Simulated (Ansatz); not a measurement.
# CH9BSeSi2: the cost of one run

Method: RKS PBE0-D4/def2-SVP, in Ansatz 0.2.0.

### Step 1. The system as given

Bond lengths: B1–Se2 1.956 Å, Se2–Si3 2.295 Å, Si3–Si4 2.199 Å, Si4–C5 1.808 Å, B1–H6 1.256 Å, B1–H7 1.159 Å, Si3–H8 1.524 Å, Si3–H9 1.445 Å, Si4–H10 1.460 Å, Si4–H11 1.549 Å, C5–H12 1.148 Å, C5–H13 1.051 Å, C5–H14 1.106 Å. Angles (14 of 22 angles, heavy atoms first): B1–Se2–Si3 90.3°, Se2–Si3–Si4 109.6°, Si3–Si4–C5 113.0°, Se2–B1–H6 119.8°, Se2–B1–H7 123.4°, Se2–Si3–H8 106.7°, Se2–Si3–H9 107.9°, Si4–Si3–H8 106.9°, Si4–Si3–H9 114.4°, Si3–Si4–H10 109.2°, Si3–Si4–H11 106.4°, C5–Si4–H10 111.9°, C5–Si4–H11 109.7°, Si4–C5–H12 109.4°.

As a file:

```xyz
14

B    -1.1107   -0.0007    2.4915
Se    0.8116   -0.2765    2.2595
Si    0.4221   -1.4369    0.3178
Si   -0.2181   -0.0447   -1.2592
C     0.9209    1.3412   -1.4832
H    -1.6620    1.0069    1.9827
H    -1.7951   -0.7374    3.0674
H     1.7602   -2.0198   -0.1206
H    -0.5287   -2.4853    0.6094
H    -0.4234   -0.7860   -2.5001
H    -1.6099    0.4854   -0.8349
H     1.0326    1.9082   -0.4909
H     1.8599    0.9682   -1.7732
H     0.5276    2.0482   -2.2374
```

### Step 2. Relaxing end A

The input, input.yaml:

```yaml
crystal:
  periodic: [false, false, false]
  atoms:
    - { symbol: B, position_ang: [-1.1107, -0.0007, 2.4915] }
    - { symbol: Se, position_ang: [0.8116, -0.2765, 2.2595] }
    - { symbol: Si, position_ang: [0.4221, -1.4369, 0.3178] }
    - { symbol: Si, position_ang: [-0.2181, -0.0447, -1.2592] }
    - { symbol: C, position_ang: [0.9209, 1.3412, -1.4832] }
    - { symbol: H, position_ang: [-1.662, 1.0069, 1.9827] }
    - { symbol: H, position_ang: [-1.7951, -0.7374, 3.0674] }
    - { symbol: H, position_ang: [1.7602, -2.0198, -0.1206] }
    - { symbol: H, position_ang: [-0.5287, -2.4853, 0.6094] }
    - { symbol: H, position_ang: [-0.4234, -0.786, -2.5001] }
    - { symbol: H, position_ang: [-1.6099, 0.4854, -0.8349] }
    - { symbol: H, position_ang: [1.0326, 1.9082, -0.4909] }
    - { symbol: H, position_ang: [1.8599, 0.9682, -1.7732] }
    - { symbol: H, position_ang: [0.5276, 2.0482, -2.2374] }
basis:
  gaussian: { orbitals: def2-SVP }
hamiltonian:
  xc: pbe0
  dispersion: d4
relax:
  f_tol: 0.015
  max_steps: 40
```

On the command line:

```
$ ansatz run input.yaml --threads 2 --pin off --max-ram 3072MiB --backend cpu --events-out ev --progress --plain --runs-dir out
```

Q: Estimate wall time and peak memory on 2 threads of Arm Neoverse V1, shared host.

About 2.3 min, with a peak of 0.4 GiB.
